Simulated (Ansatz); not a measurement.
**GeSe: taking an electron away**

Aim: the vertical ionisation energy of GeSe, as cation minus neutral at the neutral's geometry, on several levels, and how well −ε(HOMO) stands in for it.

Method: unrestricted cation, the program's frozen cores in correlated methods; program: Ansatz 0.2.0, Gaussian basis.

The runs, in order: UKS PBE-D4/def2-TZVPP; UKS r2SCAN-D4/def2-TZVPP; UKS PBE0-D4/def2-TZVPP; UKS B3LYP-D4/def2-TZVPP; UKS wB97X-V/def2-TZVPP; UKS wB97M-V/def2-TZVPP; UKS B2PLYP/def2-TZVPP; UHF-CCSD(T)/def2-TZVPP; UHF-MP2/def2-QZVPP; extrapolation to the limit; then −ε(HOMO) from the neutral's earlier runs with LDA (SPW92), PBE-D4, revPBE-D4, BLYP-D4, r2SCAN-D4, B97M-V, PBE0-D4, B3LYP-D4, r2SCANh-D4, r2SCAN0-D4, HSE06-D4, BHLYP-D4, CAM-B3LYP-D4, LC-ωPBE, ωB97X-V, ωB97M-V.

### Step 1. Structure used throughout

All runs share one geometry, relaxed beforehand with PBE0-D4 in a triple-zeta def2 set.

SMILES `[Ge-]#[Se+]`, 2 atoms, charge 0, spin multiplicity 1.

Atoms are counted from 1 here; the program's logs count them from 0.

Bond lengths: Ge1–Se2 2.140 Å.

### Step 2. Cation, UKS PBE-D4/def2-TZVPP

File in.yaml:

```yaml
crystal:
  periodic: [false, false, false]
  atoms:
    - {symbol: Ge, position_ang: [0.000000, -0.000000, -0.002836]}
    - {symbol: Se, position_ang: [-0.000000, 0.000000, 2.137465]}
basis:
  gaussian: {orbitals: def2-TZVPP}
total_charge: 1
magnetization: {spin_polarized: true, initial_magnetization: 1}
hamiltonian: {xc: pbe, dispersion: d4}
```

The run is started by

```bash
ansatz run in.yaml --threads 4 --pin off --events-out ev --progress --plain --max-ram 10444MiB
```

Further steps of the session: Cation, UKS r2SCAN-D4/def2-TZVPP; Cation, UKS PBE0-D4/def2-TZVPP; Cation, UKS B3LYP-D4/def2-TZVPP; Cation, UKS wB97X-V/def2-TZVPP; Cation, UKS wB97M-V/def2-TZVPP; Cation, UKS B2PLYP (frozen core)/def2-TZVPP; Cation, UHF-CCSD(T)/def2-TZVPP; Cation, UHF-MP2/def2-QZVPP.

**Question.** What will the summary of the whole plan be? Wanted: ionisation energy, CCSD(T)/CBS; nearest functional by difference; nearest −ε(HOMO); −ε(HOMO) of PBE; T1 of the cation.

The runs gave:

| quantity | value |
| --- | --- |
| ionisation energy, CCSD(T)/CBS | 9.98 eV |
| nearest functional by difference | r2SCAN-D4 (-0.08 eV) |
| nearest −ε(HOMO) | LC-ωPBE (+0.03 eV) |
| −ε(HOMO) of PBE | 6.60 eV |
| T1 of the cation | 0.014 |

In words: Energy differences with functionals land within 0.36 eV of the reference. The PBE orbital energy is 3.4 eV too small: a semilocal HOMO is no ionisation energy. Among orbital estimates LC-ωPBE comes nearest. Hartree-Fock falls 1.45 eV short, as the neutral has more correlation energy than the cation. Correlated methods include outer-core shells of Ge, Se, which these sets cover unevenly. With outer-core shells in play the reference is unsure by up to some tenths of an eV, so close misses can't be ranked.
